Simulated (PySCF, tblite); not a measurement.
# CH14ClNSi5: geometry, infrared bands and NMR shifts

Wanted: the infrared bands and NMR shifts of CH14ClNSi5 (`[SiH3][SiH2]C[SiH2]N([SiH3])[SiH2]Cl`), by calculation.

Programs: tblite 0.8.0 and PySCF 2.14.0, with density-fitted response routines of our own. Each step states its level of theory. These are calculated values for one molecule in the gas phase, unless marked as measured. Atoms are numbered from 0 throughout.

### Step 1. The starting structure

22 atoms, charge 0, multiplicity 1; geometry from: force field or distance geometry start.

Bonds of the start (Å): Si0–Si1 2.30, Si1–C2 1.87, C2–Si3 1.85, Si3–N4 1.70, N4–Si5 1.70, N4–Si6 1.69, Si6–Cl7 2.05, Si0–H8 1.49, Si0–H9 1.49, Si0–H10 1.48, Si1–H11 1.48, Si1–H12 1.50, C2–H13 1.09, C2–H14 1.08, Si3–H15 1.46, Si3–H16 1.48, Si5–H17 1.48, Si5–H18 1.48, Si5–H19 1.48, Si6–H20 1.48, Si6–H21 1.48.

### Step 2. Relaxing the molecule with GFN2-xTB

What the job is given:

```
{"job": {"kind": "relax", "xc": "GFN2-xTB", "basis": "xTB"}, "charge": 0, "multiplicity": 1}
Si    -3.724000     0.433400    -0.049600
Si    -2.321700    -1.277500    -0.686600
C     -0.688500    -1.213500     0.221200
Si     0.326400     0.130600    -0.555100
N      1.716500     0.492300     0.352300
Si     2.353600     1.969800    -0.185800
Si     2.922100    -0.677000     0.172300
Cl     2.564200    -2.305100     1.366100
H     -5.063500     0.263900    -0.678800
H     -3.898000     0.446500     1.433900
H     -3.174800     1.743700    -0.476400
H     -2.120500    -1.303300    -2.150700
H     -2.981400    -2.569500    -0.324200
H     -0.850000    -1.028800     1.283500
H     -0.203800    -2.171600     0.128800
H      0.692800    -0.215900    -1.928900
H     -0.504500     1.349800    -0.603700
H      3.527500     2.323000     0.651300
H      1.355900     3.049100     0.002600
H      2.775300     1.895400    -1.600400
H      4.231000    -0.167400     0.648100
H      3.055000    -1.148500    -1.222100
```

Run with:

```
> OMP_NUM_THREADS=1 python probes_run.py task.json out
```

This one command runs all jobs of the session in turn.

**Question.** This job is followed by: GFN2-xTB harmonic vibrations, gas phase; GIAO PBE0/pcSseg-1 NMR shielding, non-relativistic, gas phase. Predict these results of the whole session: strongest single infrared mode (GFN2-xTB); zero-point energy (GFN2-xTB); 13C shifts against TMS (PBE0/pcSseg-1); 1H shifts against TMS (PBE0/pcSseg-1, means over atoms taken as alike); 29Si shifts against TMS (PBE0/pcSseg-1); 15N shifts against NH3 (PBE0/pcSseg-1); 35Cl shifts against HCl (PBE0/pcSseg-1).

**Answer**, as computed:

```
                                                              quantity                                   value
                             strongest single infrared mode (GFN2-xTB)                    711 cm⁻¹, 574 km/mol
                                          zero-point energy (GFN2-xTB)                           82.6 kcal/mol
                                13C shifts against TMS (PBE0/pcSseg-1)                                -5.2 ppm
1H shifts against TMS (PBE0/pcSseg-1, means over atoms taken as alike)  5.27, 4.97, 4.81, 4.13, 3.47, 0.49 ppm
                               29Si shifts against TMS (PBE0/pcSseg-1)  -21.6, -22.4, -46.6, -84.6, -119.9 ppm
                                15N shifts against NH3 (PBE0/pcSseg-1)                                25.5 ppm
                               35Cl shifts against HCl (PBE0/pcSseg-1)                                  35 ppm
```

Relaxing lowered the energy by 0.702 eV in 108 steps; the close pair that moved most is Si3–N4, from 1.699 to 1.752 Å. The lowest mode is imaginary (49i cm⁻¹), so the xTB geometry is not a minimum. The strongest single mode, at 711 cm⁻¹, is carried by H16, H21, H20, H15. Unscaled tight-binding wavenumbers are off by several per cent, some by more. Its intensities can rank the bands wrongly. At PBE0/pcSseg-1: The largest span, 253 ppm, is at Cl7, where the paramagnetic term is -236 ppm.
